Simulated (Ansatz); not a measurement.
# C₂H₉AlOS: basis-set convergence

An exercise on one series of results from a longer session: the logs are not shown, and one member is left open.

The runs use Ansatz 0.2.0, Gaussian basis; one geometry, several basis sets.

The runs, in order: PBE0-D4/def2-SVP; ωB97M-V/def2-SVP; PBE0-D4/def2-QZVPP; ωB97M-V/def2-QZVPP; the functionals' def2-TZVPP values are taken from earlier runs.

### The geometry

The geometry comes from an earlier relaxation with PBE0-D4 in a triple-zeta def2 set; it is a stationary point, not always the lowest conformer.

SMILES `[CH3][Al-]([CH3])([OH])[SH2+]`, 14 atoms, charge 0, spin multiplicity 1.

Atoms are counted from 1 here; the program's logs count them from 0.

Bond lengths: C1–Al2 1.963 Å, C1–H6 1.096 Å, C1–H7 1.095 Å, C1–H8 1.095 Å, Al2–C3 1.960 Å, Al2–O4 1.726 Å, Al2–S5 2.625 Å, C3–H9 1.094 Å, C3–H10 1.096 Å, C3–H11 1.095 Å, O4–H12 0.955 Å, S5–H13 1.343 Å, S5–H14 1.344 Å. Angles: Al2–C1–H6 111.0°, Al2–C1–H7 111.9°, Al2–C1–H8 112.8°, H6–C1–H7 106.5°, H6–C1–H8 106.9°, H7–C1–H8 107.4°, C1–Al2–C3 121.9°, C1–Al2–O4 119.3°, C1–Al2–S5 100.2°, C3–Al2–O4 114.5°, C3–Al2–S5 98.6°, O4–Al2–S5 91.5°, Al2–C3–H9 112.2°, Al2–C3–H10 110.6°, Al2–C3–H11 112.7°, H9–C3–H10 106.6°, H9–C3–H11 107.9°, H10–C3–H11 106.6° and more.

Set-up of the first run:

Contents of in.yaml:

```yaml
crystal:
  periodic: [false, false, false]
  atoms:
    - {symbol: C, position_ang: [-1.932951, 0.510269, 0.205985]}
    - {symbol: Al, position_ang: [-0.151361, -0.299909, 0.352595]}
    - {symbol: C, position_ang: [1.412273, 0.733175, 0.925430]}
    - {symbol: O, position_ang: [-0.016339, -2.002642, 0.603854]}
    - {symbol: S, position_ang: [0.456217, -0.554983, -2.188658]}
    - {symbol: H, position_ang: [-2.373506, 0.670756, 1.196366]}
    - {symbol: H, position_ang: [-1.897704, 1.490524, -0.281226]}
    - {symbol: H, position_ang: [-2.635765, -0.110361, -0.358763]}
    - {symbol: H, position_ang: [2.349342, 0.192969, 0.758277]}
    - {symbol: H, position_ang: [1.360450, 0.945983, 1.999005]}
    - {symbol: H, position_ang: [1.487285, 1.700964, 0.418532]}
    - {symbol: H, position_ang: [-0.789401, -2.562601, 0.640875]}
    - {symbol: H, position_ang: [1.526658, -1.295700, -1.858034]}
    - {symbol: H, position_ang: [1.191901, 0.552356, -2.385436]}
basis:
  gaussian: {orbitals: def2-SVP}
hamiltonian: {xc: pbe0, dispersion: d4}
output: {orbitals: {seedname: orbitals}}
```

The run is started by

```sh
ansatz run in.yaml --threads 4 --pin off --events-out ev --progress --plain --max-ram 10444MiB
```

Steps of the session up to this table: PBE0-D4 in def2-SVP; ωB97M-V in def2-SVP; PBE0-D4 in def2-QZVPP; ωB97M-V in def2-QZVPP.

One of the session's tables, all rows but one given; the rest of the session is left out.

It belongs to the step «Functionals by basis». 

```
functional       basis  HOMO (eV)  LUMO (eV)
   PBE0-D4    def2-SVP      -7.03       0.15
   PBE0-D4  def2-TZVPP          ?          ?
   PBE0-D4  def2-QZVPP      -7.17      -0.41
   ωB97M-V    def2-SVP      -9.28       2.06
   ωB97M-V  def2-TZVPP      -9.40       1.54
   ωB97M-V  def2-QZVPP      -9.42       0.97
```

Estimate the missing values for PBE0-D4, def2-TZVPP.

**Answer.** HOMO (eV): -7.14; LUMO (eV): -0.31. In the column «HOMO (eV)» it lies between PBE0-D4, def2-QZVPP (-7.17) and PBE0-D4, def2-SVP (-7.03).
